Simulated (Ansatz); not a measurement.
What does this script print? It uses Ansatz's Python interface.

`run_lattice.py`
```python
"""Relaxed cell of TiTe under several functionals."""

import ansatz as az
import numpy as np

def edges_and_angles(cell):
    cell = np.asarray(cell)
    a, b, c = np.linalg.norm(cell, axis=1)
    cosines = cell[1] @ cell[2] / (b * c), cell[0] @ cell[2] / (a * c), cell[0] @ cell[1] / (a * b)
    return (a, b, c, *np.degrees(np.arccos(cosines)))

crystal = (
    az.Lattice.from_parameters(3.842, 3.842, 6.403, alpha=90.0, beta=90.0, gamma=120.0)
    .atom("Ti", (0.0, 0.0, 0.0))
    .atom("Ti", (0.0, 0.0, 0.5))
    .atom("Te", (1 / 3, 2 / 3, 0.25))
    .atom("Te", (2 / 3, 1 / 3, 0.75))
)

job = (
    crystal.calculation()
    .basis(500)
    .occupations("Fermi-Dirac")  # fractional filling near the Fermi level
    .kpoints(8, 8, 4)  # sampling of the Brillouin zone
    .relax(cell=True)  # relax until the tolerances are met
)

levels = [("pbesol", "none"), ("blyp", "d3bj"), ("r2scan", "d4")]
print("level            a       b       c    alpha   beta  gamma  V/atom  steps")
for name, dispersion in levels:
    seen = []
    run = job.functional(name, dispersion=dispersion).session().plan()
    res = run.execute(on_event=lambda e: seen.append(e) if e["event"] == "relax_step" else None)
    cell = res.lattice.cell_ang
    label = name if dispersion == "none" else f"{name}+{dispersion}"
    print("{:13s} {:7.4f} {:7.4f} {:7.4f} {:6.2f} {:6.2f} {:6.2f}".format(label, *edges_and_angles(cell)), f"{abs(np.linalg.det(cell)) / len(res.lattice.sites):7.3f} {len(seen):5d}")
```

Running `python run_lattice.py` prints:
```text
level            a       b       c    alpha   beta  gamma  V/atom  steps
pbesol         3.6192  3.6192  7.2028  90.00  90.00 120.00  20.427     7
blyp+d3bj      3.6420  3.6420  7.0901  90.00  90.00 120.00  20.361     7
r2scan+d4      3.7039  3.7039  7.1343  90.00  90.00 120.00  21.191     7
```

From smallest to largest: BLYP+D3BJ (20.36 Å³ an atom, -0.5 % against the start), PBEsol (20.43 Å³ an atom, -0.2 % against the start) and r2SCAN+D4 (21.19 Å³ an atom, +3.6 % against the start). The spread is 4.1 % in volume.

What to keep in mind:
- Forces vanish by symmetry, so the ions can't move, and the end may be a saddle.
- BLYP and dispersion corrections can be off by several per cent in the lattices of metals, and by several GPa in the pressure at a fixed cell.
- The mesh is modest for a metal, so energies can be off by several to tens of meV an atom and pressures by half a GPa or more; differences at equal mesh fare better.
- The structure is a deposited one; some such entries were measured under pressure or heat, so a shift against it needn't be the functional's error alone.
- Hardware and time: 2.1 min on 1 thread of Arm Neoverse V2 (shared host), peak memory 0.73 GiB.

(A comment or docstring line of the script was reworded after the run, the code is as it ran.)
